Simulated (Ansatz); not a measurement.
# AlBFH3O2: a ladder of functionals and wavefunction methods

An exercise on one series of results from a longer session: the logs are not shown, and one member is left open.

Computed with Ansatz 0.2.0, Gaussian basis. Level: functionals in def2-TZVPP, the program's frozen cores in correlated methods.

Levels to be run: LDA (SPW92), PBE-D4, revPBE-D4, BLYP-D4, r2SCAN-D4, B97M-V, PBE0-D4, B3LYP-D4, r2SCANh-D4, r2SCAN0-D4, HSE06-D4, BHLYP-D4, CAM-B3LYP-D4, LC-ωPBE, ωB97X-V, ωB97M-V, B2PLYP, PBE-QIDH; CCSD(T)/def2-SVP; CCSD(T)/def2-TZVPP; MP2/def2-QZVPP; extrapolation to the limit; RPA on PBE.

## The geometry

The geometry comes from an earlier relaxation with PBE0-D4 in a triple-zeta def2 set; it is a stationary point, not always the lowest conformer.

SMILES `B[O][Al]([OH])[F]`, 8 atoms, charge 0, spin multiplicity 1.

Atoms are counted from 1 here; the program's logs count them from 0.

Bond lengths: B1–O2 1.335 Å, B1–H6 1.203 Å, B1–H7 1.203 Å, O2–Al3 1.664 Å, Al3–O4 1.677 Å, Al3–F5 1.640 Å, O4–H8 0.955 Å. Angles: O2–B1–H6 119.4°, O2–B1–H7 119.4°, H6–B1–H7 121.2°, B1–O2–Al3 178.9°, O2–Al3–O4 119.3°, O2–Al3–F5 119.0°, O4–Al3–F5 121.7°, Al3–O4–H8 123.4°.

The first run:

Input file in.yaml:

```yaml
crystal:
  periodic: [false, false, false]
  atoms:
    - {symbol: B, position_ang: [-0.239153, 1.927830, 0.039369]}
    - {symbol: O, position_ang: [-0.056447, 0.616609, -0.135170]}
    - {symbol: Al, position_ang: [0.146774, -1.023319, -0.333481]}
    - {symbol: O, position_ang: [0.269388, -2.005761, 1.020448]}
    - {symbol: F, position_ang: [0.223503, -1.635891, -1.853125]}
    - {symbol: H, position_ang: [-1.358132, 2.363445, 0.117182]}
    - {symbol: H, position_ang: [0.718242, 2.652692, 0.114435]}
    - {symbol: H, position_ang: [0.388025, -2.952705, 0.974542]}
basis:
  gaussian: {orbitals: def2-TZVPP}
hamiltonian: {xc: lda}
output: {orbitals: {seedname: orbitals}}
```

The run is started by

```
$ ansatz run in.yaml --threads 2 --pin off --events-out ev --progress --plain --max-ram 4352MiB
```

Among the steps run: LDA; PBE-D4 (GGA); revPBE-D4 (GGA); BLYP-D4 (GGA); r2SCAN-D4 (meta-GGA); B97M-V (meta-GGA); B3LYP-D4 (hybrid); r2SCANh-D4 (hybrid); r2SCAN0-D4 (hybrid); HSE06-D4 (hybrid); BHLYP-D4 (hybrid); CAM-B3LYP-D4 (range-separated); LC-ωPBE (range-separated); ωB97X-V (range-separated); ωB97M-V (range-separated); B2PLYP (double hybrid); PBE-QIDH (double hybrid).

One of the session's tables, all rows but one given; the rest of the session is left out.

It belongs to the step «Orbital energies across the functionals». 

| functional | HOMO (eV) | gap (eV) |
| --- | --- | --- |
| LDA (SPW92) | -6.78 | 4.73 |
| PBE-D4 | -6.69 | 4.90 |
| revPBE-D4 | -6.64 | 5.01 |
| BLYP-D4 | ? | ? |
| r2SCAN-D4 | -7.00 | 5.75 |
| B97M-V | -7.08 | 5.44 |
| PBE0-D4 | -8.14 | 7.25 |
| B3LYP-D4 | -7.95 | 6.72 |
| r2SCANh-D4 | -7.53 | 6.57 |
| r2SCAN0-D4 | -8.35 | 7.79 |
| HSE06-D4 | -7.73 | 6.48 |
| BHLYP-D4 | -9.57 | 9.39 |
| CAM-B3LYP-D4 | -9.62 | 9.55 |
| LC-ωPBE | -10.96 | 12.26 |
| ωB97X-V | -10.62 | 11.68 |
| ωB97M-V | -10.49 | 11.17 |

Estimate the missing values for BLYP-D4.

Worked estimate for «HOMO (eV)». Against the share of exact exchange, B3LYP-D4 (0.2, -7.95), BHLYP-D4 (0.5, -9.57) give a slope of -5.40 per unit share; at 0 the line stands at -6.87.

The run gave: HOMO (eV): -6.64; gap (eV): 4.86. In «HOMO (eV)» the line misses by -0.23.
